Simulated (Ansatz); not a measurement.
# CH10OSi2: the cost of one run

Method: RKS B3LYP-D4/def2-SVP, in Ansatz 0.2.0.

### Step 1. The system as given

Bond lengths: Si1–C2 2.176 Å, Si1–H3 1.453 Å, Si1–H4 1.487 Å, Si1–H5 1.453 Å, Si1–O7 2.070 Å, O7–Si8 1.605 Å, C2–H9 1.086 Å, C2–H10 1.085 Å, C2–H11 1.099 Å, Si8–H12 1.470 Å, Si8–H13 1.466 Å, Si8–H14 1.465 Å. Angles (14 of 23 angles, heavy atoms first): C2–Si1–O7 76.3°, Si1–O7–Si8 162.1°, Si1–C2–H9 99.7°, Si1–C2–H10 95.9°, Si1–C2–H11 138.4°, C2–Si1–H3 115.1°, C2–Si1–H4 89.5°, C2–Si1–H5 112.3°, H3–Si1–O7 83.9°, H4–Si1–O7 165.7°, H5–Si1–O7 84.8°, O7–Si8–H12 105.8°, O7–Si8–H13 109.0°, O7–Si8–H14 110.2°.

Coordinates:

```xyz
14

Si   -1.2913    0.2848    0.7686
C    -0.3825   -1.6827    0.5775
H    -2.0066    0.7497   -0.4077
H    -2.3955   -0.3176    1.5618
H    -0.6184    1.1090    1.7576
H     0.2207   -0.5850   -0.0377
O     0.3900    0.6318   -0.3884
Si    1.5259    1.3701   -1.2487
H    -1.1857   -2.2055    0.0672
H    -0.4037   -1.9186    1.6367
H     0.5545   -2.1225    0.2076
H     2.7027    0.4912   -1.1953
H     1.0601    1.5149   -2.6313
H     1.8298    2.6804   -0.6678
```

### Step 2. A restrained relaxation towards end A

Springs on the bonds that form and break draw the guess towards this end; the thresholds are loose.

Contents of input.yaml:

```yaml
crystal:
  periodic: [false, false, false]
  atoms:
    - { symbol: Si, position_ang: [-1.2913, 0.2848, 0.7686] }
    - { symbol: C, position_ang: [-0.3825, -1.6827, 0.5775] }
    - { symbol: H, position_ang: [-2.0066, 0.7497, -0.4077] }
    - { symbol: H, position_ang: [-2.3955, -0.3176, 1.5618] }
    - { symbol: H, position_ang: [-0.6184, 1.109, 1.7576] }
    - { symbol: H, position_ang: [0.2207, -0.585, -0.0377] }
    - { symbol: O, position_ang: [0.39, 0.6318, -0.3884] }
    - { symbol: Si, position_ang: [1.5259, 1.3701, -1.2487] }
    - { symbol: H, position_ang: [-1.1857, -2.2055, 0.0672] }
    - { symbol: H, position_ang: [-0.4037, -1.9186, 1.6367] }
    - { symbol: H, position_ang: [0.5545, -2.1225, 0.2076] }
    - { symbol: H, position_ang: [2.7027, 0.4912, -1.1953] }
    - { symbol: H, position_ang: [1.0601, 1.5149, -2.6313] }
    - { symbol: H, position_ang: [1.8298, 2.6804, -0.6678] }
basis:
  gaussian: { orbitals: def2-SVP }
hamiltonian:
  xc: b3lyp
  dispersion: d4
relax:
  f_tol: 0.15
  max_steps: 25
  restrain:
    - { distance: [0, 6], at: 3.07, k: 30.0 }
    - { distance: [5, 1], at: 2.37, k: 30.0 }
    - { distance: [0, 1], at: 1.87, k: 30.0 }
    - { distance: [5, 6], at: 0.97, k: 30.0 }
```

The run is started by

```console
> ansatz run input.yaml --threads 2 --pin off --max-ram 3072MiB --backend cpu --events-out ev --progress --plain --runs-dir out
```

**Question.** How long does this run take on 2 threads of Arm Neoverse V2, shared host, and how much memory does it need?

About 31 s, with a peak of 0.25 GiB.
